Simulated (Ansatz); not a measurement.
**HF/3-21G run of CH7FSi2 (SMILES F[SiH2]C[SiH3])**

What is the electronic atomisation energy of CH7FSi2 at HF/3-21G? 

The results are computed with Ansatz 0.2.0.

58 further runs of the same task are left out: 1 that didn't finish, 57 set aside as unsound or not needed.

### 1 Starting point

The species is CH7FSi2 (11 atoms), meant as a singlet with charge 0. As SMILES, `F[SiH2]C[SiH3]`. The coordinates come from a PBE0-D4/def2-TZVP relaxation. This is one conformer, not always the lowest.

Bond lengths: F1–Si2 1.604 Å, Si2–C3 1.854 Å, C3–Si4 1.877 Å, Si2–H5 1.484 Å, Si2–H6 1.484 Å, C3–H7 1.097 Å, C3–H8 1.095 Å, Si4–H9 1.485 Å, Si4–H10 1.488 Å, Si4–H11 1.487 Å. Some angles: F1–Si2–C3 109.3°, Si2–C3–Si4 115.3°, F1–Si2–H5 107.5°, F1–Si2–H6 107.1°, C3–Si2–H5 110.7°, C3–Si2–H6 112.0°, Si2–C3–H7 107.4°, Si2–C3–H8 109.5°, Si4–C3–H7 108.3°, Si4–C3–H8 109.0°.

### 2 The energy at HF/3-21G

run.yaml reads:

```yaml
crystal:
  periodic: [false, false, false]
  atoms:
    - symbol: F
      position_ang: [-1.629100, 1.667400, 0.202000]
    - symbol: Si
      position_ang: [-0.069200, 1.498400, 0.534400]
    - symbol: C
      position_ang: [0.349200, -0.305900, 0.605500]
    - symbol: Si
      position_ang: [-0.157200, -1.306900, -0.899700]
    - symbol: H
      position_ang: [0.694000, 2.172900, -0.545000]
    - symbol: H
      position_ang: [0.175700, 2.177500, 1.831400]
    - symbol: H
      position_ang: [1.437100, -0.385200, 0.722600]
    - symbol: H
      position_ang: [-0.101300, -0.751100, 1.498900]
    - symbol: H
      position_ang: [-1.636400, -1.388400, -0.995700]
    - symbol: H
      position_ang: [0.369900, -0.665700, -2.134100]
    - symbol: H
      position_ang: [0.392600, -2.686000, -0.812200]
basis:
  gaussian: {orbitals: 3-21G.json}
accuracy: high
hamiltonian: {xc: hf}
output: {orbitals: {seedname: orbitals}}
```

The basis set 3-21G is read from a file made from the Basis Set Exchange's data (not shown).

Started as:

```bash
$ ansatz run run.yaml --threads 1 --pin off --max-ram 3480MiB --events-out events.jsonl --progress --plain --runs-dir runs
```

Log:

```text
Warning: RAYON_NUM_THREADS=1 ignored (pool sized by the plan → 1); use --threads N
Functional definition: HF
  name "HF"
  exchange = exact_x
  correlation = 0
1395 factors; integrals over basis functions are off by at most 3.9e-9 eV
mean field evaluation 1: about -19466.8447 eV, gradient 2.8e1 eV
mean field evaluation 2: about -19467.1813 eV, gradient 2.9e1 eV
mean field evaluation 4: about -19468.9985 eV, gradient 1.9e0 eV
mean field evaluation 8: about -19469.0196 eV, gradient 1.0e-1 eV
mean field evaluation 16: about -19469.0197 eV, gradient 1.5e-8 eV
mean field -19469.01965192 eV, -715.4732756325 hartree, gradient 1.5e-8 eV, S^2 0.000000; 0 other end points of the search recorded, 0 dependent functions left out
reference -19469.01965192 eV, -715.4732756325 hartree; 25, 25 occupied and 33, 33 virtual orbitals, 1395 factors
Total energy: -19469.01965192 eV, -715.4732756325 hartree
```

Wall time 0.97 s (1 thread of Arm Neoverse V1, shared host); peak memory 0.14 GiB.

### 3 The C atom at the same level

run.yaml reads:

```yaml
crystal:
  periodic: [false, false, false]
  atoms:
    - {symbol: C, position_ang: [0.000000, 0.000000, 0.000000]}
basis:
  gaussian: {orbitals: 3-21G.json}
magnetization: {spin_polarized: true, initial_magnetization: 2}
accuracy: high
hamiltonian: {xc: hf}
```

The basis set 3-21G is read from a file made from the Basis Set Exchange's data (not shown).

Run the same way, it converges to -37.48107 Eh (log not shown).

### 4 The F atom

run.yaml reads:

```yaml
crystal:
  periodic: [false, false, false]
  atoms:
    - {symbol: F, position_ang: [0.000000, 0.000000, 0.000000]}
basis:
  gaussian:
    orbitals: 3-21G.json
hamiltonian:
  xc: hf
magnetization:
  spin_polarized: true
  initial_magnetization: 1
accuracy: high
```

The basis set 3-21G is read from a file made from the Basis Set Exchange's data (not shown).

Started as:

```bash
$ ansatz run run.yaml --threads 1 --pin off --max-ram 3480MiB --events-out events.jsonl --progress --plain --runs-dir runs
```

Log:

```text
Warning: RAYON_NUM_THREADS=1 ignored (pool sized by the plan → 1); use --threads N
[... 4 set-up lines as earlier in the session ...]
42 factors; integrals over basis functions are off by at most 1.1e-8 eV
mean field evaluation 1: about -2689.6565 eV, gradient 4.1e0 eV
mean field evaluation 2: about -2689.6568 eV, gradient 4.1e0 eV
mean field evaluation 4: about -2689.7090 eV, gradient 3.8e-1 eV
mean field evaluation 8: about -2689.7097 eV, gradient 1.4e-7 eV
mean field evaluation 16: about -2689.7097 eV, gradient 2.7e-2 eV
mean field -2689.70972651 eV, -98.8450092986 hartree, gradient 5.0e-8 eV, S^2 0.750308; 0 other end points of the search recorded, 0 dependent functions left out
reference -2689.70972651 eV, -98.8450092986 hartree; 5, 4 occupied and 4, 5 virtual orbitals, 42 factors
Total energy: -2689.70972651 eV, -98.8450092986 hartree
```

Wall time 0.04 s (1 thread of Arm Neoverse V1, shared host).

### 5 The H atom at the same level

input.yaml reads:

```yaml
crystal:
  periodic: [false, false, false]
  atoms:
    - symbol: H
      position_ang: [0.000000, 0.000000, 0.000000]
basis:
  gaussian:
    orbitals: 3-21G.json
magnetization:
  spin_polarized: true
  initial_magnetization: 1
hamiltonian:
  xc: hf
accuracy: high
```

The basis set 3-21G is read from a file made from the Basis Set Exchange's data (not shown).

Run the same way, it converges to -0.49620 Eh (log not shown).

### 6 The Si atom at the same level

input.yaml reads:

```yaml
crystal:
  periodic: [false, false, false]
  atoms:
    - {symbol: Si, position_ang: [0.000000, 0.000000, 0.000000]}
basis:
  gaussian: {orbitals: 3-21G.json}
accuracy: high
hamiltonian: {xc: hf}
magnetization: {spin_polarized: true, initial_magnetization: 2}
```

The basis set 3-21G is read from a file made from the Basis Set Exchange's data (not shown).

Run the same way, it converges to -287.34443 Eh (log not shown).

### 7 Results

Level: HF/3-21G.

| quantity | value |
| --- | --- |
| molecule: total energy | -715.47328 Eh |
| molecule: HOMO energy | -11.98 eV |
| molecule: LUMO energy | 4.32 eV |
| molecule: HOMO–LUMO gap | 16.29 eV |
| C atom: total energy | -37.48107 Eh |
| C atom: ⟨S²⟩ | 2.001 |
| F atom: total energy | -98.84501 Eh |
| F atom: ⟨S²⟩ | 0.750 |
| H atom: total energy | -0.49620 Eh |
| H atom: ⟨S²⟩ | 0.750 |
| Si atom: total energy | -287.34443 Eh |
| Si atom: ⟨S²⟩ | 2.000 |
| electronic atomisation energy | 26.802 eV |

Taking the molecule apart into free atoms costs 26.80 eV (618 kcal/mol), before zero-point energy and without spin-orbit coupling. Hartree–Fock lacks the correlation of the bonding pairs, which as a rule makes this value much too low; in minimal bases other errors can mask that. The basis has no polarisation functions, which makes bonds too weak.
